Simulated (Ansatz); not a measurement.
# BePt: the cost of one run

Computed with Ansatz 0.2.0 (DFT PBE, scalar-relativistic, plane waves, PAW, unless a step's input says otherwise).

**1. The structure to begin with**

Symmetry: F-43m, No. 216, cubic system. Conventional cell: a = 4.670 Å, b = 4.670 Å, c = 4.670 Å, α = 90.00°, β = 90.00°, γ = 90.00°. Be (site symmetry -43m) is surrounded by 4 Pt at 2.02 Å. Around Pt (site symmetry -43m) lie 4 Be at 2.02 Å.

Structure file:

```xyz
2
Lattice="0.0000 2.3349 2.3349 2.3349 0.0000 2.3349 2.3349 2.3349 0.0000" Properties=species:S:1:pos:R:3 pbc="T T T"
Be    0.0000    0.0000    0.0000
Pt    3.5024    3.5024    3.5024
```

(A quick probe on a coarse mesh, which set the mesh and smearing, is not shown.)

**3. A loose first relaxation**

input.yaml reads:

```yaml
crystal:
  lattice:
    - [0.0, 2.3349038934, 2.3349038934]
    - [2.3349038934, 0.0, 2.3349038934]
    - [2.3349038934, 2.3349038934, 0.0]
  atoms:
    - { symbol: Be, position: [0.0, 0.0, 0.0] }
    - { symbol: Pt, position: [0.75, 0.75, 0.75] }
basis:
  ecutwfc: 420
kpoints:
  mp_grid: { grid: [6, 6, 6] }
hamiltonian:
  xc: pbe
scf:
  occupations: { method: gaussian, width: 0.1 }
  lower_state_search: "off"
output:
  forces: true
  stress: true
  eigenvalues: true
relax:
  adjacent_minimum: "off"
  f_tol: 0.04
  max_steps: 70
  cell: { stress_tol: 0.4 }
```

Started as:

```
$ ansatz run input.yaml --threads 1 --pin off --max-ram 2560MiB --backend cpu --events-out ev --progress --plain --runs-dir out
```

Q: Estimate wall time and peak memory on 1 thread of Arm Neoverse V2, shared host.

About 4.6 s, with a peak of 0.28 GiB.
